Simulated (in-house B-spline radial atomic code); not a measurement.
# Ga⁷⁺: ionisation energy by several methods

An exercise on one series of results from a longer session: the logs are not shown, and one member is left open.

Method: scalar-relativistic (X2C), several functionals, spin-polarised, exact exchange averaged over the configuration; spherical all-electron atom at the radial basis limit. Code: in-house B-spline radial atomic code version 1.

## The system

```
element       : gallium (Z = 31)
charge        : +7
electrons     : 24
configuration : [Ar] 3d6
nucleus       : Fermi, rms radius 3.997 fm
```

Outer shells as boxes (Hund's rule):

[Ar] 3d6
```
[Ar] core
3d [↑↓][↑ ][↑ ][↑ ][↑ ]
```

Where spins are not typed, each open shell is filled with up spins first.

Set-up of the first run:

Settings of the run:

```ini
Z = 31
electrons = 24.0
configuration = [Ar] 3d6
hamiltonian = x2c
method = r2scan0
spin_polarised = True
nucleus = fermi
rms_radius = 3.9973
mass_number = 69
atomic_mass = 68.925573528
speed_of_light = 137.035999084
exact_exchange = averaged over the configuration
```

On the command line:

```bash
> python run_scf.py task.json out
```

task.json lists these runs, among others, and the program works through them in turn.

Steps of the session up to this table: r2SCAN0; HSE06; CAM-B3LYP; M06-2X; PBE0.

One table of the session follows, with a row left open; its other results are not shown here.

| method | ΔSCF (eV) |
| --- | --- |
| r2SCAN0 | 169.22 |
| M06-2X | 170.17 |
| PBE0 | 170.18 |
| HSE06 | 170.16 |
| CAM-B3LYP | ? |

**Question.** Estimate the row for CAM-B3LYP.

**Answer.** ΔSCF (eV): 170.37. In the column «ΔSCF (eV)» it is the highest.
